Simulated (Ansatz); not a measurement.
# C₂H₈S₂Si: up Jacob's ladder to CCSD(T)

Aim: compute C₂H₈S₂Si with functionals from several rungs and with coupled cluster. The yardstick is the atomisation energy at the CCSD(T) limit.

The runs use Ansatz 0.2.0, Gaussian basis; functionals in def2-TZVPP, the program's frozen cores in correlated methods.

Levels to be run: PBE-D4, r2SCAN-D4, PBE0-D4, B3LYP-D4, ωB97X-V, ωB97M-V, B2PLYP; CCSD(T)/def2-TZVPP; MP2/def2-QZVPP; extrapolation to the limit.

### Step 1. The geometry

An earlier PBE0-D4 in a triple-zeta def2 set relaxation fixed the geometry.

SMILES `CSC([SiH3])S`, 13 atoms, charge 0, spin multiplicity 1.

Atoms are counted from 1 here; the program's logs count them from 0.

Bond lengths: C1–S2 1.799 Å, C1–H6 1.092 Å, C1–H7 1.090 Å, C1–H8 1.091 Å, S2–C3 1.815 Å, C3–Si4 1.886 Å, C3–S5 1.806 Å, C3–H9 1.095 Å, Si4–H10 1.486 Å, Si4–H11 1.488 Å, Si4–H12 1.485 Å, S5–H13 1.344 Å. Angles: S2–C1–H6 110.9°, S2–C1–H7 112.1°, S2–C1–H8 106.3°, H6–C1–H7 110.0°, H6–C1–H8 108.6°, H7–C1–H8 108.7°, C1–S2–C3 100.6°, S2–C3–Si4 112.7°, S2–C3–S5 110.3°, S2–C3–H9 108.9°, Si4–C3–S5 109.2°, Si4–C3–H9 111.2°, S5–C3–H9 104.3°, C3–Si4–H10 110.2°, C3–Si4–H11 111.2°, C3–Si4–H12 107.4°, H10–Si4–H11 108.7°, H10–Si4–H12 110.1° and more.

### Step 2. PBE-D4 (GGA)

in.yaml

```yaml
crystal:
  periodic: [false, false, false]
  atoms:
    - {symbol: C, position_ang: [-1.568106, 0.898525, 1.186137]}
    - {symbol: S, position_ang: [0.019827, 1.467932, 0.561838]}
    - {symbol: C, position_ang: [0.272952, 0.307404, -0.810316]}
    - {symbol: Si, position_ang: [0.765501, -1.416424, -0.223683]}
    - {symbol: S, position_ang: [1.538970, 0.935437, -1.934814]}
    - {symbol: H, position_ang: [-2.342756, 0.988199, 0.421949]}
    - {symbol: H, position_ang: [-1.521656, -0.127719, 1.551469]}
    - {symbol: H, position_ang: [-1.823013, 1.555647, 2.018584]}
    - {symbol: H, position_ang: [-0.636594, 0.274036, -1.418477]}
    - {symbol: H, position_ang: [0.758376, -2.368181, -1.365246]}
    - {symbol: H, position_ang: [-0.169465, -1.916548, 0.820206]}
    - {symbol: H, position_ang: [2.131149, -1.316171, 0.349880]}
    - {symbol: H, position_ang: [2.595215, 0.682960, -1.142527]}
basis:
  gaussian: {orbitals: def2-TZVPP}
hamiltonian: {xc: pbe, dispersion: d4}
output: {forces: true, orbitals: {seedname: orbitals}}
```

Run with:

```
> ansatz run in.yaml --threads 4 --pin off --events-out ev --progress --plain --max-ram 10444MiB
```

After this run come: r2SCAN-D4 (meta-GGA); PBE0-D4 (hybrid); B3LYP-D4 (hybrid); ωB97X-V (range-separated); ωB97M-V (range-separated); B2PLYP (double hybrid); CCSD(T) in def2-TZVPP; MP2 in def2-QZVPP.

**Question.** What will the summary of the whole plan be? Wanted: atomisation energy, CCSD(T)/CBS; farthest; mean size of error, hybrid; mean size of error, range-separated; gap, smallest and largest; T1 diagnostic; triples share of the correlation energy.

**Answer**, as computed:

| quantity | value |
| --- | --- |
| atomisation energy, CCSD(T)/CBS | 1035.3 kcal/mol |
| functionals within 5.2 kcal/mol (0.5 %) | r2SCAN-D4, PBE0-D4, B3LYP-D4, ωB97M-V |
| farthest | B2PLYP (-17.8 kcal/mol) |
| mean size of error, hybrid | 1.7 kcal/mol |
| mean size of error, range-separated | 4.9 kcal/mol |
| gap, smallest and largest | 4.25 eV (PBE-D4), 10.74 eV (ωB97X-V) |
| T1 diagnostic | 0.0114 |
| triples share of the correlation energy | 4.3 % |

In words: PBE-D4 misses by +12.1 kcal/mol. Double hybrids carry the basis error of their MP2 part in triple zeta, and no dispersion term here, so their miss is partly the set-up's. Misses under about 5.2 kcal/mol are within the doubt on the reference itself, which lacks core-valence correlation, relativity and higher excitations. Hartree-Fock recovers 73 % of the binding; the rest is correlation. Orbital gaps span 4.2 to 10.7 eV; exact exchange widens them.
